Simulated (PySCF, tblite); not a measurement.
# C₈H₁₃BS: geometry, infrared bands and NMR shifts

Aim: predict the infrared bands and NMR shifts of C₈H₁₃BS (`CC#C[C@@H]1SCCB[C@@H]1C`).

The runs use tblite 0.8.0 and PySCF 2.14.0, with density-fitted response routines of our own; the level of theory stands in each step. All values are computed, except where a source is named. Atoms count from 0, in the outputs and in this text.

## 1. Starting geometry

23 atoms, charge 0, multiplicity 1; geometry from: force field or distance geometry start.

Bonds of the start (Å): C0–C1 1.49, C1–C2 1.18, C2–C3 1.45, C3–S4 1.81, S4–C5 1.81, C5–C6 1.49, C6–B7 1.57, B7–C8 1.59, C8–C9 1.51, C8–C3 1.51, C0–H10 1.12, C0–H11 1.09, C0–H12 1.11, C3–H13 1.12, C5–H14 1.13, C5–H15 1.10, C6–H16 1.14, C6–H17 1.12, B7–H18 1.19, C8–H19 1.10, C9–H20 1.12, C9–H21 1.11, C9–H22 1.11.

## 2. Optimising the geometry with GFN2-xTB

Job settings and geometry (Å):

```
{"job": {"kind": "relax", "xc": "GFN2-xTB", "basis": "xTB"}, "charge": 0, "multiplicity": 1}
C      4.417500    -0.299700     0.194300
C      2.925200    -0.304200     0.254000
C      1.752300    -0.331000     0.340500
C      0.307100    -0.333700     0.432100
S     -0.473500    -1.443700    -0.764700
C     -2.208100    -1.579500    -0.253900
C     -2.823300    -0.277100     0.139200
B     -1.846700     0.802200     0.727000
C     -0.347700     1.009400     0.237800
C     -0.455100     1.375600    -1.226500
H      4.791700     0.513100     0.862400
H      4.709600    -0.093700    -0.833400
H      4.848300    -1.235200     0.600200
H     -0.054900    -0.689900     1.431500
H     -2.169300    -2.197600     0.689300
H     -2.826600    -2.145100    -0.960200
H     -3.548700    -0.513300     0.979700
H     -3.483700     0.153600    -0.650000
H     -2.128800     1.345700     1.745500
H      0.159500     1.827900     0.761100
H      0.525200     1.724800    -1.637200
H     -0.872300     0.516200    -1.794000
H     -1.202100     2.202100    -1.264600
```

Run with:

```sh
> OMP_NUM_THREADS=1 python probes_run.py task.json out
```

This one command runs all jobs of the session in turn.

**Question.** This job is followed by: GFN2-xTB harmonic vibrations, gas phase; GIAO PBE0/pcSseg-1 NMR shielding, non-relativistic, gas phase. What will the session give for the following? strongest single infrared mode (GFN2-xTB); zero-point energy (GFN2-xTB); 13C shifts against TMS (PBE0/pcSseg-1); 1H shifts against TMS (PBE0/pcSseg-1, means over atoms taken as alike); 33S shifts against CS2 (PBE0/pcSseg-1); 11B shifts against BF3·OEt2 (PBE0/pcSseg-1); surface potential, 1st and 99th percentile.

**Answer**, as computed:

```
                                                              quantity                                                     value
                             strongest single infrared mode (GFN2-xTB)                                     2628 cm⁻¹, 162 km/mol
                                          zero-point energy (GFN2-xTB)                                            117.1 kcal/mol
                                13C shifts against TMS (PBE0/pcSseg-1)          89.7, 84.9, 44.7, 37.7, 37.0, 30.4, 8.6, 4.8 ppm
1H shifts against TMS (PBE0/pcSseg-1, means over atoms taken as alike)  7.66, 3.87, 2.84, 2.59, 2.19, 2.15, 2.06, 1.34, 1.22 ppm
                                33S shifts against CS2 (PBE0/pcSseg-1)                                                    18 ppm
                           11B shifts against BF3·OEt2 (PBE0/pcSseg-1)                                                  86.1 ppm
                                 surface potential, 1st and 99th percentile                                        -1.14 V and 1.07 V
```

In words: Over 113 steps the energy fell by 0.984 eV; of the close pairs, C0–C1 changed most, 1.494 to 1.446 Å. The lowest mode is slightly imaginary (15i cm⁻¹), a soft motion within the noise of the Hessian, so the minimum is not strictly shown. The strongest single mode, at 2628 cm⁻¹, moves mainly H18. GFN2-xTB is a fitted tight-binding method: band positions and strengths are rough. Its intensities can rank the bands wrongly. At PBE0/pcSseg-1: Shielding is most anisotropic at S4 (span 338 ppm, paramagnetic term -571 ppm). At PBE0/pcSseg-1, counted by nearest atom on the grid, the HOMO lies on S4 74 %, the LUMO on B7 51 %; H18 13 %.
